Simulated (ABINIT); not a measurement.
# ZrB (Cmmm) in ABINIT: single point with PBE+D3(BJ)

Aim: the single point of ZrB with PBE+D3(BJ).

Everything below comes from runs of ABINIT 10.8.3 (patched build). Logs are shortened: lines on timing, memory, paths and dates and some standing lists are left out, and cuts for length are marked. The log counts tension as positive stress, the text compression.

### Step 1. Starting point

Symmetry: Cmmm, No. 65, orthorhombic system. The conventional cell has a = 3.923 Å, b = 3.971 Å, c = 4.014 Å, α = 90.00°, β = 90.00°, γ = 90.00°. Around Zr (site symmetry mmm) lie 4 B at 1.96 to 1.99 Å. Around B (site symmetry mmm) lie 4 Zr at 1.96 to 1.99 Å.

The cell was built by a generator and needn't be a form met in nature.

### Step 2. Single point, PBE+D3(BJ)

File run.abi:

```
pp_dirpath "./"
pseudos "Zr.GGA_PBE-JTH.xml, B.GGA_PBE-JTH.xml"

acell 3*1.0
rprim
     3.7065720511    -3.7524599115     0.0000000000
     3.7065720511     3.7524599115     0.0000000000
     0.0000000000     0.0000000000     7.5852579198
ntypat 2
znucl 40 5
natom 2
typat 1 2
xred
     0.0000000000     0.0000000000     0.5000000000
     0.5000000000     0.5000000000     0.5000000000
chkprim 0
chksymtnons 0
tolsym 1.0e-6

ecut 462.593566 eV
pawecutdg 34.0
pawxcdev 0
pawovlp 30

kptopt 1
ngkpt 8 8 5
nshiftk 1
shiftk 0.0 0.0 0.0

ixc 11
vdw_xc 7

nband 12
occopt 3
tsmear 0.05 eV

nstep 100
tolvrs 1.0e-9

iomode 3
prtwf 0
prteig 0
prtebands 0
enunit 1
prtden 1
prtvha 1
prtvclmb 1
prtpot 1
```

Potentials or basis: JTH PAW PBE v2.0.

Launch:

```bash
abinit run.abi > log 2>&1
```

run.abo:

```text
.Version 10.8.3 of ABINIT
 Symmetries : space group Cm m m (# 65); Bravais oC (1-face-center ortho.)
================================================================================
 Values of the parameters that define the memory need of the present run
     intxc =       0    ionmov =       0      iscf =      17    lmnmax =      18
     lnmax =       6     mgfft =      30  mpssoang =       3    mqgrid =    3001
     natom =       2  nloc_mem =       2    nspden =       1   nspinor =       1
    nsppol =       1      nsym =       8    n1xccc =       1    ntypat =       2
    occopt =       3   xclevel =       2
       mpw =         728          nfft =       12000          nkpt =          63
 PAW method is used; the additional fine FFT grid is defined by:
   mgfftf=        40    nfftf =     36000
================================================================================
================================================================================

--------------------------------------------------------------------------------
------------- Echo of variables that govern the present computation ------------
--------------------------------------------------------------------------------
 -outvars: echo values of preprocessed input variables --------
            acell      1.0000000000E+00  1.0000000000E+00  1.0000000000E+00 Bohr
              amu      9.12240000E+01  1.08110000E+01
          chkprim           0
      chksymtnons           0
             ecut      1.70000000E+01 Hartree
           enunit           1
                       outvar_i_n : Printing only first  50 k-points.
              ixc          11
                       outvar_i_n : Printing only first  50 k-points.
         kptrlatt        8    0    0      0    8    0      0    0    5
          kptrlen      3.79262896E+01
            natom           2
            nband          12
            ngfft          20      20      30
          ngfftdg          30      30      40
             nkpt          63
            nstep         100
             nsym           8
           ntypat           2
                       prtocc : prtvol=0, do not print more k-points.
           occopt           3
        pawecutdg      3.40000000E+01 Hartree
          pawovlp      3.0000000000E+01
         pawxcdev           0
        prtebands           0
           prteig           0
           prtpot           1
         prtvclmb           1
           prtvha           1
            prtwf           0
            rprim      3.7065720511E+00 -3.7524599115E+00  0.0000000000E+00
                       3.7065720511E+00  3.7524599115E+00  0.0000000000E+00
                       0.0000000000E+00  0.0000000000E+00  7.5852579198E+00
          spgroup          65
           tolsym      1.00000000E-06
           tolvrs      1.00000000E-09
           tsmear      1.83746611E-03 Hartree
            typat      1  2
           useylm           1
           vdw_xc           7
                       outvars : Printing only first  50 k-points.
           xangst      0.0000000000E+00  0.0000000000E+00  2.0069728136E+00
                       1.9614334587E+00 -1.4543097119E-17  2.0069728136E+00
            xcart      0.0000000000E+00  0.0000000000E+00  3.7926289599E+00
                       3.7065720511E+00 -2.7482470577E-17  3.7926289599E+00
             xred      0.0000000000E+00  0.0000000000E+00  5.0000000000E-01
                       5.0000000000E-01  5.0000000000E-01  5.0000000000E-01
            znucl       40.00000    5.00000

================================================================================

 chkinp: Checking input parameters for consistency.

================================================================================
== DATASET  1 ==================================================================

--- !DatasetInfo
iteration_state: {dtset: 1, }
dimensions: {natom: 2, nkpt: 63, mband: 12, nsppol: 1, nspinor: 1, nspden: 1, mpw: 728, }
cutoff_energies: {ecut:  17.0, pawecutdg:  34.0, }
electrons: {nelect:   1.50000000E+01, charge:   0.00000000E+00, occopt:   3.00000000E+00, tsmear:   1.83746611E-03, }
meta: {optdriver: 0, ionmov: 0, optcell: 0, iscf: 17, paral_kgb: 0, }
...

 Exchange-correlation functional for the present dataset will be:
  GGA: Perdew-Burke-Ernzerhof functional - ixc=11
  J.P.Perdew, K.Burke, M.Ernzerhof, PRL 77, 3865 (1996)

 Real(R)+Recip(G) space primitive vectors, cartesian coordinates (Bohr,Bohr^-1):
 R(1)=  3.7065721 -3.7524599  0.0000000  G(1)=  0.1348955 -0.1332459  0.0000000
 R(2)=  3.7065721  3.7524599  0.0000000  G(2)=  0.1348955  0.1332459  0.0000000
 R(3)=  0.0000000  0.0000000  7.5852579  G(3)=  0.0000000  0.0000000  0.1318347
 Unit cell volume ucvol=  2.1100311E+02 bohr^3
 Angles (23,13,12)=  9.00000000E+01  9.00000000E+01  9.07049568E+01 degrees

 Coarse grid specifications (used for wave-functions):

 getcut: wavevector=  0.0000  0.0000  0.0000  ngfft=  20  20  30
         ecut(hartree)=     17.000   => boxcut(ratio)=   2.04314

 Fine grid specifications (used for densities):

 getcut: wavevector=  0.0000  0.0000  0.0000  ngfft=  30  30  40
         ecut(hartree)=     34.000   => boxcut(ratio)=   2.00902
[... 43 lines left out ...]

 Cartesian components of stress tensor (hartree/bohr^3)
  sigma(1 1)= -3.76713980E-03  sigma(3 2)=  0.00000000E+00
  sigma(2 2)= -3.71647695E-03  sigma(3 1)=  0.00000000E+00
  sigma(3 3)=  1.32997511E-04  sigma(2 1)=  0.00000000E+00

--- !ResultsGS
iteration_state: {dtset: 1, }
comment   : Summary of ground state results
lattice_vectors:
- [  3.7065721,  -3.7524599,   0.0000000, ]
- [  3.7065721,   3.7524599,   0.0000000, ]
- [  0.0000000,   0.0000000,   7.5852579, ]
lattice_lengths: [   5.27443,    5.27443,    7.58526, ]
lattice_angles: [ 90.000,  90.000,  90.705, ] # degrees, (23, 13, 12)
lattice_volume:   2.1100311E+02
convergence: {deltae: -1.404E-11, res2:  9.579E-11, residm:  8.461E-05, diffor: null, }
etotal    :  -5.02016256E+01
entropy   :   0.00000000E+00
fermie    :   3.32115218E-01
cartesian_stress_tensor: # hartree/bohr^3
- [ -3.76713980E-03,   0.00000000E+00,   0.00000000E+00, ]
- [  0.00000000E+00,  -3.71647695E-03,   0.00000000E+00, ]
- [  0.00000000E+00,   0.00000000E+00,   1.32997511E-04, ]
pressure_GPa:   7.2088E+01
xred      :
- [  0.0000E+00,   0.0000E+00,   5.0000E-01, Zr]
- [  5.0000E-01,   5.0000E-01,   5.0000E-01,  B]
cartesian_forces: # hartree/bohr
- [ -0.00000000E+00,  -0.00000000E+00,  -0.00000000E+00, ]
- [ -0.00000000E+00,  -0.00000000E+00,  -0.00000000E+00, ]
force_length_stats: {min:   0.00000000E+00, max:   0.00000000E+00, mean:   0.00000000E+00, }
...

 Integrated electronic density in atomic spheres:
 ------------------------------------------------
 Atom  Sphere_radius  Integrated_density
    1        2.22030          9.70596899
    2        1.70617          2.16676707

================================================================================

 ----iterations are completed or convergence reached----

 Mean square residual over all n,k,spin=   30.015E-08; max=  84.607E-06
 reduced coordinates (array xred) for    2 atoms
       0.000000000000      0.000000000000      0.500000000000
       0.500000000000      0.500000000000      0.500000000000
 rms dE/dt=  0.0000E+00; max dE/dt=  0.0000E+00; dE/dt below (all hartree)
    1       0.000000000000      0.000000000000      0.000000000000
    2       0.000000000000      0.000000000000      0.000000000000

 cartesian coordinates (angstrom) at end:
    1      0.00000000000000     0.00000000000000     2.00697281362827
    2      1.96143345868145    -0.00000000000000     2.00697281362827

 cartesian forces (hartree/bohr) at end:
    1     -0.00000000000000    -0.00000000000000    -0.00000000000000
    2     -0.00000000000000    -0.00000000000000    -0.00000000000000
 frms,max,avg= 0.0000000E+00 0.0000000E+00   0.000E+00  0.000E+00  0.000E+00 h/b

 cartesian forces (eV/Angstrom) at end:
    1     -0.00000000000000    -0.00000000000000    -0.00000000000000
    2     -0.00000000000000    -0.00000000000000    -0.00000000000000
 frms,max,avg= 0.0000000E+00 0.0000000E+00   0.000E+00  0.000E+00  0.000E+00 e/A
 length scales=  1.000000000000  1.000000000000  1.000000000000 bohr
              =  0.529177210544  0.529177210544  0.529177210544 angstroms
 Fermi (or HOMO) energy (eV) =   9.03732   Average Vxc (eV)= -10.43370
 Eigenvalues (   eV  ) for nkpt=  63  k points:
 kpt#   1, nband= 12, wtk=  0.00313, kpt=  0.0000  0.0000  0.0000 (reduced coord)
 -38.65417  -16.94561  -16.21668  -16.11626    0.80342    6.75570    6.91918    9.18529
  13.41965   13.66699   13.73350   13.77095
 prteigrs : prtvol=0 or 1, do not print more k-points.

--- !EnergyTerms
iteration_state     : {dtset: 1, }
comment             : Components of total free energy in Hartree
kinetic             :  1.46577112136694E+01
hartree             :  1.36866307481983E+01
xc                  : -8.11806408499309E+00
Ewald energy        : -3.54657690060460E+01
psp_core            :  1.40717645962095E+00
local_psp           : -4.79301395430763E+01
PAW spherical_terms :  1.15876660814635E+01
VdWaals_dft_d       : -2.64189367885832E-02
internal            : -5.02012070679517E+01
'-kT*entropy'       : -4.20342220210207E-04
total_energy        : -5.02016274101719E+01
total_energy_eV     : -1.36605587363502E+03
...

--- !EnergyTermsDC
iteration_state     : {dtset: 1, }
comment             : '"Double-counting" decomposition of free energy'
band_energy         : -5.06270502695543E+00
Ewald energy        : -3.54657690060460E+01
psp_core            :  1.40717645962095E+00
xc_dc               : -1.24298887399575E+01
PAW spherical_terms :  1.37639997667181E+00
VdWaals_dft_d       : -2.64189367885832E-02
internal            : -5.02012052734548E+01
'-kT*entropy'       : -4.20342220210207E-04
total_energy_dc     : -5.02016256156750E+01
total_energy_dc_eV  : -1.36605582480427E+03
...

--- !EnergyTermsWithPAWCore
iteration_state     : {dtset: 1, }
comment             : 'Components of total free energy, including PAW core contributions'
Total energy        : -3.62347797890141E+03
Total energy DC     : -3.62347797710691E+03
Total energy (eV)   : -9.85998588376928E+04
Total energy DC (eV): -9.85998587888621E+04
...

 Cartesian components of stress tensor (hartree/bohr^3)
  sigma(1 1)= -3.76713980E-03  sigma(3 2)=  0.00000000E+00
  sigma(2 2)= -3.71647695E-03  sigma(3 1)=  0.00000000E+00
  sigma(3 3)=  1.32997511E-04  sigma(2 1)=  0.00000000E+00

-Cartesian components of stress tensor (GPa)         [Pressure=  7.2088E+01 GPa]
- sigma(1 1)= -1.10833080E+02  sigma(3 2)=  0.00000000E+00
- sigma(2 2)= -1.09342527E+02  sigma(3 1)=  0.00000000E+00
- sigma(3 3)=  3.91292188E+00  sigma(2 1)=  0.00000000E+00

== END DATASET(S) ==============================================================
================================================================================

 -outvars: echo values of variables after computation  --------
            acell      1.0000000000E+00  1.0000000000E+00  1.0000000000E+00 Bohr
           etotal     -5.0201625616E+01
            fcart     -0.0000000000E+00 -0.0000000000E+00 -0.0000000000E+00
                      -0.0000000000E+00 -0.0000000000E+00 -0.0000000000E+00
            rprim      3.7065720511E+00 -3.7524599115E+00  0.0000000000E+00
                       3.7065720511E+00  3.7524599115E+00  0.0000000000E+00
                       0.0000000000E+00  0.0000000000E+00  7.5852579198E+00
           strten     -3.7671398050E-03 -3.7164769524E-03  1.3299751147E-04
                       0.0000000000E+00  0.0000000000E+00  0.0000000000E+00
           xangst      0.0000000000E+00  0.0000000000E+00  2.0069728136E+00
                       1.9614334587E+00 -1.4543097119E-17  2.0069728136E+00
             xred      0.0000000000E+00  0.0000000000E+00  5.0000000000E-01
                       5.0000000000E-01  5.0000000000E-01  5.0000000000E-01
 Calculation completed.
```

It took 16 s on 1 thread of Arm Neoverse V1, shared host; peak memory 0.11 GiB.

Results:

* Free energy: -1366.0558 eV
* Pressure: 72.1 GPa
* Band gap on the k mesh: none (metal or under the smearing width)

Stress tensor (GPa, compression positive):
```
110.83   0.00   0.00
  0.00 109.34   0.00
  0.00   0.00  -3.91
```

Caveat: a pressure of tens of GPa on the cell as given is suspect, and the run, the potentials or the cell itself is likely at fault; the atomic spheres overlap.
